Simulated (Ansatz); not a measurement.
# TaGa3O8: a short molecular-dynamics run

Aim: set TaGa3O8 (a randomly packed cell, 12 atoms, not relaxed) in motion for 60 steps of 1 fs at constant energy, with velocities drawn for 100 K, and see how temperature, energy and positions respond.

Program: Ansatz 0.2.0. Level of theory: DFT PBE, plane waves, PAW, scalar-relativistic, no spin polarisation. These are calculated values, not measurements.

The cell holds 12 atoms (Ga3O8Ta): a = 5.508 Å, b = 5.527 Å, c = 4.774 Å, α = 82.46°, β = 86.67°, γ = 98.55°.

As a file:

```xyz
12
Lattice="5.4670 -0.6035 0.2864 -0.2566 5.4828 0.6450 0.0369 0.0718 4.7732" Properties=species:S:1:pos:R:3 pbc="T T T"
O     4.9019   -0.3084    2.0817
O     2.6994    1.7930    4.7627
O     3.1863    0.4410    2.0125
O     0.9268   -0.0315    2.8619
Ta    0.4289    2.9173    4.0250
Ga    3.8430    2.6528    1.6904
O     0.3799    1.8943    1.6546
O     3.7518    0.5682    3.8157
O     0.8574    0.4553    4.6624
O     4.2225    4.8175    0.9526
Ga    1.6168    4.2290    1.6351
Ga    3.2952    3.8420    3.9827
```

The structure above is the start of the run; the results belong to its end.

```
                             quantity                              value
                               length                   60 steps of 1 fs
     temperature, first and last step                    100 and 11739 K
             temperature, second half  mean 9144 K, from 6005 to 11739 K
        potential energy, second half      -1072 meV/atom from the start
   largest change of the total energy                      1.42 meV/atom
mean square displacement, second half     O 0.948, Ga 0.086, Ta 0.070 Å²
```

What this shows: The temperature starts at 100 K and averages 9144 K in the second half, where it ranges from 6005 to 11739 K; the start was no minimum (force components up to 4.1 eV/Å), and the potential energy that it sheds (1072 meV/atom) turns into motion. The total energy strays from its start by at most 1.42 meV/atom, 0.2 % of the mean kinetic energy, so a step of 1 fs is short enough over this time. Over the second half O atoms stand 1.0 Å (root mean square) from where they began, and the farthest move is 1.7 Å. Averages from a run of 60 fs with 12 atoms are rough.

Q: Write an input and a launch command for the first run that leads to these results.

One input that does so (others would too):

input.yaml

```yaml
crystal:
  lattice:
    - [5.467031, -0.603509, 0.286407]
    - [-0.256588, 5.482779, 0.644985]
    - [0.036859, 0.071829, 4.773208]
  atoms:
    - { symbol: O, position: [0.895849, 0.03742, 0.377318] }
    - { symbol: O, position: [0.504959, 0.370591, 0.917431] }
    - { symbol: O, position: [0.586917, 0.140226, 0.367458] }
    - { symbol: O, position: [0.165771, 0.004777, 0.588981] }
    - { symbol: Ta, position: [0.098302, 0.532875, 0.765355] }
    - { symbol: Ga, position: [0.727683, 0.560865, 0.234693] }
    - { symbol: O, position: [0.083968, 0.350891, 0.294191] }
    - { symbol: O, position: [0.689276, 0.169874, 0.735084] }
    - { symbol: O, position: [0.154489, 0.087524, 0.955679] }
    - { symbol: O, position: [0.817682, 0.968413, 0.019645] }
    - { symbol: Ga, position: [0.332089, 0.805079, 0.213843] }
    - { symbol: Ga, position: [0.633798, 0.761412, 0.693473] }
kpoints:
  mp_grid: { grid: [3, 3, 3] }
magnetization:
  spin_polarized: false
scf:
  occupations: { method: cold, width: 0.15 }
hamiltonian:
  pseudopotentials: { kind: paw }
  xc: pbe
basis:
  ecutwfc: 420
md:
  timestep: 1.0
  n_steps: 60
  ensemble: nve
  temperature: 100.0
  initial_velocities: maxwell_boltzmann
  seed: 48325
```

Launch:

```bash
> ansatz run input.yaml --threads 2 --pin off --max-ram 2560MiB --backend cpu --events-out ev --progress --plain --runs-dir out
```
